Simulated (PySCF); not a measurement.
# CH3Cl3Sn: the cost of one run

The runs use PySCF 2.14.0; levels as typed in each script, gas phase, geometry from GFN2-xTB.

## (1) The starting structure

SMILES `C[Sn](Cl)(Cl)Cl`, 8 atoms, charge 0, spin multiplicity 1.

Bond lengths: C1–Sn2 2.218 Å, C1–H6 1.080 Å, C1–H7 1.083 Å, C1–H8 1.084 Å, Sn2–Cl3 2.326 Å, Sn2–Cl4 2.326 Å, Sn2–Cl5 2.326 Å. Angles: Sn2–C1–H6 107.6°, Sn2–C1–H7 107.5°, Sn2–C1–H8 107.4°, H6–C1–H7 111.1°, H6–C1–H8 111.6°, H7–C1–H8 111.3°, C1–Sn2–Cl3 112.5°, C1–Sn2–Cl4 112.4°, C1–Sn2–Cl5 112.4°, Cl3–Sn2–Cl4 106.4°, Cl3–Sn2–Cl5 106.4°, Cl4–Sn2–Cl5 106.4°.

Coordinates:

```xyz
8
CH3Cl3Sn
C     0.00571   -0.00244    2.43885
Sn    0.00050    0.00004    0.22057
Cl   -1.21966    1.77217   -0.66304
Cl   -0.92766   -1.94010   -0.66508
Cl    2.14266    0.16880   -0.66924
H     0.59229   -0.84986    2.76317
H     0.45235    0.92924    2.76414
H    -1.02478   -0.08116    2.76615
```

## (2) Density, bond paths and surface potential (BP86/def2-svp)

File input.py:

```python
import numpy as np
from pyscf import gto, scf, dft
from pyscf.scf import atom_ks, atom_hf
from scipy.linalg import block_diag

def solve(mol, dm0=None, hcore=None):
    mf = (dft.UKS if mol.spin else dft.RKS)(mol, xc='bp86')
    mf.grids.level = 3
    mf = mf.density_fit(auxbasis='def2-universal-jkfit')
    mf.conv_tol, mf.max_cycle = 1e-8, 80
    if hcore is not None:
        mf.get_hcore = lambda *args: hcore
    mf.kernel(dm0)
    if not mf.converged:
        mf = mf.newton().run(mf.mo_coeff, mf.mo_occ, max_cycle=30)
    assert mf.converged, 'SCF not converged'
    return mf

mol = gto.M(atom='''
C      0.00571    -0.00244     2.43885
Sn     0.00050     0.00004     0.22057
Cl    -1.21966     1.77217    -0.66304
Cl    -0.92766    -1.94010    -0.66508
Cl     2.14266     0.16880    -0.66924
H      0.59229    -0.84986     2.76317
H      0.45235     0.92924     2.76414
H     -1.02478    -0.08116     2.76615
''', basis='def2-svp', ecp={'Sn': 'def2-svp'}, charge=0, spin=0, verbose=4)
mf = solve(mol)
mf.analyze()
# spherically averaged free atoms, for the promolecule
atom_ks.AtomSphAverageRKS.init_guess_by_vsap = lambda self, mol=None: self.init_guess_by_minao(mol)  # core potentials
atm = atom_ks.get_atm_nrks(mol, xc='bp86')
pro = block_diag(*[(atm[a[0]][2] * atm[a[0]][3]) @ atm[a[0]][2].T for a in mol._atom])
np.savez('result.npz', e=mf.e_tot, c=mf.mo_coeff, occ=mf.mo_occ, eps=mf.mo_energy, pro=pro, dip=mf.dip_moment(verbose=0), s2=mf.spin_square()[0])
```

Run with:

```console
$ OMP_NUM_THREADS=1 python input.py
```

What time and memory should one allow on 1 thread of Intel Xeon Platinum 8259CL at 2.50GHz (Skylake/Cascade Lake), shared host?

About 24 s, with a peak of 0.45 GiB.
